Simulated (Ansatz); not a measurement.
# Cl3H3O4SiTi: taking an electron away

How much energy removes an electron from Cl3H3O4SiTi at fixed geometry? The cation is run at each level and the neutral's energy taken from earlier runs.

The runs use Ansatz 0.2.0, Gaussian basis; unrestricted cation, the program's frozen cores in correlated methods.

The runs, in order: UKS PBE-D4/def2-TZVPP; UKS r2SCAN-D4/def2-TZVPP; UKS PBE0-D4/def2-TZVPP; UKS B3LYP-D4/def2-TZVPP; UKS wB97X-V/def2-TZVPP; UKS wB97M-V/def2-TZVPP; UKS B2PLYP/def2-TZVPP; UHF-CCSD(T)/def2-TZVPP; UHF-MP2/def2-QZVPP; extrapolation to the limit; then −ε(HOMO) from the neutral's earlier runs with LDA (SPW92), PBE-D4, revPBE-D4, BLYP-D4, r2SCAN-D4, B97M-V, PBE0-D4, B3LYP-D4, r2SCANh-D4, r2SCAN0-D4, HSE06-D4, BHLYP-D4, CAM-B3LYP-D4, LC-ωPBE, ωB97X-V, ωB97M-V.

## Step 1: Structure used throughout

The geometry comes from an earlier relaxation with PBE0-D4 in a triple-zeta def2 set; it is a stationary point, not always the lowest conformer.

SMILES `O[Si](O)(O)[O][Ti]([Cl])([Cl])[Cl]`, 12 atoms, charge 0, spin multiplicity 1.

Atoms are counted from 1 here; the program's logs count them from 0.

Bond lengths: O1–Si2 1.619 Å, O1–H10 0.958 Å, Si2–O3 1.619 Å, Si2–O4 1.626 Å, Si2–O5 1.652 Å, O3–H11 0.958 Å, O4–H12 0.959 Å, O5–Ti6 1.741 Å, Ti6–Cl7 2.176 Å, Ti6–Cl8 2.190 Å, Ti6–Cl9 2.179 Å. Angles: Si2–O1–H10 118.0°, O1–Si2–O3 109.5°, O1–Si2–O4 115.7°, O1–Si2–O5 103.8°, O3–Si2–O4 107.5°, O3–Si2–O5 112.1°, O4–Si2–O5 108.2°, Si2–O3–H11 117.7°, Si2–O4–H12 118.5°, Si2–O5–Ti6 155.6°, O5–Ti6–Cl7 110.2°, O5–Ti6–Cl8 105.7°, O5–Ti6–Cl9 109.5°, Cl7–Ti6–Cl8 110.2°, Cl7–Ti6–Cl9 110.9°, Cl8–Ti6–Cl9 110.1°.

## Step 2: Cation, UKS PBE-D4/def2-TZVPP

The input, in.yaml:

```yaml
crystal:
  periodic: [false, false, false]
  atoms:
    - {symbol: O, position_ang: [1.013312, 0.567316, -1.888271]}
    - {symbol: Si, position_ang: [0.741556, -0.501882, -0.703442]}
    - {symbol: O, position_ang: [2.131084, -1.229438, -0.301093]}
    - {symbol: O, position_ang: [-0.342523, -1.666713, -1.038527]}
    - {symbol: O, position_ang: [0.143253, 0.419795, 0.529513]}
    - {symbol: Ti, position_ang: [-1.099759, 1.182498, 1.479899]}
    - {symbol: Cl, position_ang: [-0.976833, 3.346121, 1.283244]}
    - {symbol: Cl, position_ang: [-2.999344, 0.454363, 0.667923]}
    - {symbol: Cl, position_ang: [-0.897026, 0.579605, 3.564475]}
    - {symbol: H, position_ang: [1.556285, 0.291549, -2.627845]}
    - {symbol: H, position_ang: [2.077573, -2.070283, 0.155737]}
    - {symbol: H, position_ang: [-1.270577, -1.428333, -1.087612]}
basis:
  gaussian: {orbitals: def2-TZVPP}
total_charge: 1
magnetization: {spin_polarized: true, initial_magnetization: 1}
hamiltonian: {xc: pbe, dispersion: d4}
```

Started as:

```bash
ansatz run in.yaml --threads 4 --pin off --events-out ev --progress --plain --max-ram 66560MiB --backend cuda --devices 0, --max-vram 37GiB
```

The runs that follow: Cation, UKS r2SCAN-D4/def2-TZVPP; Cation, UKS PBE0-D4/def2-TZVPP; Cation, UKS B3LYP-D4/def2-TZVPP; Cation, UKS wB97X-V/def2-TZVPP; Cation, UKS wB97M-V/def2-TZVPP; Cation, UKS B2PLYP (frozen core)/def2-TZVPP; Cation, UHF-CCSD(T)/def2-TZVPP; Cation, UHF-MP2/def2-QZVPP.

**Question.** What will the summary of the whole plan be? Wanted: ionisation energy, CCSD(T)/CBS; nearest functional by difference; nearest −ε(HOMO); −ε(HOMO) of PBE; T1 of the cation.

**Answer**, as computed:

| quantity | value |
| --- | --- |
| ionisation energy, CCSD(T)/CBS | 11.67 eV |
| nearest functional by difference | ωB97X-V (-0.06 eV) |
| nearest −ε(HOMO) | ωB97X-V (-0.02 eV) |
| −ε(HOMO) of PBE | 7.81 eV |
| T1 of the cation | 0.052 |

What this shows: By cation minus neutral, the functionals miss by 1.50 eV at most. The PBE orbital energy is 3.9 eV too small: a semilocal HOMO is no ionisation energy. Among orbital estimates ωB97X-V comes nearest. Hartree-Fock falls 0.62 eV short, as the neutral has more correlation energy than the cation. The cation's T1 (from the report) is 0.052, above the customary mark of 0.045 for open shells, so the coupled-cluster value is less safe. The cation may have settled in a state other than its lowest; no search over hole states beyond the program's own was made. Correlated methods include outer-core shells of Ti, which these sets cover unevenly.
